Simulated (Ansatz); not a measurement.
Ba2Tl5V3O12:

```xyz
22
Lattice="6.5455 0.0000 0.0000 0.0000 6.5455 0.0000 0.0000 0.0000 13.5748" Properties=species:S:1:pos:R:3 pbc="T T T"
Ba    3.2727    0.0000    7.6456
Ba    0.0000    3.2727    5.9292
V     0.0000    0.0000    6.7874
V     0.0000    0.0000    0.0000
V     3.2727    3.2727    6.7874
Tl    3.2727    0.0000    0.4045
Tl    0.0000    3.2727    9.3449
Tl    0.0000    3.2727   13.1703
Tl    3.2727    0.0000    4.2299
Tl    3.2727    3.2727    0.0000
O     5.3426    5.8159    5.7872
O     5.8159    1.2029    7.7876
O     0.7296    5.3426    7.7876
O     1.2029    0.7296    5.7872
O     5.3854    5.6192   12.6653
O     5.6192    1.1601    0.9095
O     0.9263    5.3854    0.9095
O     1.1601    0.9263   12.6653
O     4.4721    4.0001    7.7933
O     4.0001    2.0734    5.7815
O     2.5453    4.4721    5.7815
O     2.0734    2.5453    7.7933
```

The cell was built by a generator and needn't be a form met in nature.

```yaml
Program: Ansatz 0.2.0
Task: single point
Functional: PBE
Potentials_or_basis: Ansatz PAW
Cutoff: "420 eV (not typed: the program's choice for these potentials)"
k_mesh: 4 × 4 × 2
Occupations: fermi-dirac, width 0.05 eV
Spin: collinear spin, ferromagnetic start
Starting_moments: "[0.0, 0.0, 2.0, 2.0, 2.0, 0.0, 0.0, 0.0, 0.0, 0.0, 0.0, 0.0, 0.0, 0.0, 0.0, 0.0, 0.0, 0.0, 0.0, 0.0, 0.0, 0.0] μB"
```

On this cell: pressure 0.0 GPa; largest force under 0.003 eV/Å; net moment 0.00 μB per cell; band gap on the k mesh 0.96 eV, indirect (least direct gap 1.19 eV).

The same run follows on a disturbed copy (atoms moved at random, drawn with an rms of 0.05 Å):

```xyz
22
Lattice="6.5455 0.0000 0.0000 0.0000 6.5455 0.0000 0.0000 0.0000 13.5748" Properties=species:S:1:pos:R:3 pbc="T T T"
Ba    3.2988    0.0379    7.6630
Ba    0.0356    3.2611    5.9268
V    -0.0571   -0.0431    6.7686
V    -0.0436    0.0403    0.0471
V     3.2667    3.2955    6.8180
Tl    3.2714   -0.0286    0.4463
Tl    0.0151    3.3359    9.3300
Tl    0.0518    3.2755   13.1785
Tl    3.3205    0.0258    4.2386
Tl    3.2879    3.2763   -0.0203
O     5.2997    5.8014    5.7739
O     5.8296    1.2495    7.8110
O     0.6547    5.3130    7.8022
O     1.1900    0.7103    5.8375
O     5.3928    5.5956   12.7132
O     5.6637    1.1670    0.9171
O     0.8741    5.3540    0.9391
O     1.1454    0.9239   12.6792
O     4.4564    4.0522    7.8081
O     3.9924    2.0887    5.7878
O     2.5222    4.4679    5.7796
O     2.0545    2.5399    7.8319
```

Question: What changes?

Answer: The energy moves by +13.6 meV/atom; pressure -0.1 GPa; largest force 3.609 eV/Å; net moment 0.00 μB per cell; band gap on the k mesh 0.90 eV, indirect (least direct gap 1.15 eV).

Forces in eV/Å, atoms in the order of the input:
```
Ba  -0.375  0.041  0.081
Ba  -0.139 -0.248  0.044
V    0.982  1.762  1.539
V    2.223 -2.461 -1.422
V   -0.259 -0.315 -0.242
Tl  -0.333  0.042 -0.039
Tl  -0.023 -0.113  0.205
Tl  -0.096  0.257 -0.063
Tl  -0.090  0.002 -0.016
Tl   0.065 -0.033 -0.029
O   -0.379 -0.158 -0.415
O    0.096 -1.120 -0.875
O   -0.004  0.070 -0.317
O   -0.223 -0.276 -0.146
O   -0.446  0.249 -0.039
O   -1.390  1.480  1.377
O    0.047  0.511 -0.032
O   -0.072 -0.054  0.233
O   -0.176 -0.109 -0.077
O   -0.114  0.246  0.335
O    0.126 -0.156  0.328
O    0.580  0.381 -0.432
```

Stress tensor (GPa, compression positive):
```
 0.12 -0.22  0.08
-0.22 -0.27  0.26
 0.08  0.26 -0.12
```

Caveats: spin-orbit coupling is left out, which as a rule narrows the gap of such compounds by several tenths of an eV; the starting moments weren't kept.

A k mesh can miss the band edges.
